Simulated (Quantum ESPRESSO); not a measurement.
Runs of Quantum ESPRESSO 7.5 on SbP4. The structure is cubic, space group F-43m (No. 216). Conventional cell: a = 7.873 Å, b = 7.873 Å, c = 7.873 Å, α = 90.00°, β = 90.00°, γ = 90.00°. Sb (site symmetry -43m) is surrounded by 12 P at 3.33 Å. P (site symmetry 3m) is surrounded by 3 P at 2.30 Å. The cell was built by a generator and needn't be a form met in nature.

```tsv
task	level	potentials or basis	cutoff (eV)	smearing	dos occupations	diago david ndim	diagonalization	other keys	gap on the mesh (eV)	pressure (GPa)	largest force (eV/Å)
real-space fields	PBE	PseudoDojo 0.4 SR PBE stringent	1361	cold 0.1 eV	-	-	-	-	none	-1.6	0.77
projected density of states	PBE+D3	PseudoDojo 0.5 SR PBE stringent	1361	gaussian 0.05 eV	tetrahedra_opt	-	-	-	none	(a)	0.81
single point	PBE	SSSP 1.3 efficiency PBE	748	fermi-dirac 0.05 eV	-	-	-	-	none	(b)	0.74
single point	PBE	GBRV 1.5 LDA	612	cold 0.2 eV	-	4	rmm-davidson	diago_david_ndim = 4; diagonalization = rmm-davidson	none	-2.2	0.95
```

Alike in all rows: no spin polarisation; cell as given; k mesh 6 × 6 × 6.

**Question.** Fill in the values left out.

**Answer.** (a) -2.5; (b) -1.5.

Caveats: pairwise dispersion overbinds metals, which lowers pressure and volume (some runs); the potentials were made for another functional, which shifts forces and pressure (some runs).

A k mesh can miss the band edges, and the runs leave out spin-orbit coupling on Sb.

A gap of «none» marks a metal or a gap under the smearing width.

The runs don't all hold the same shells in valence.
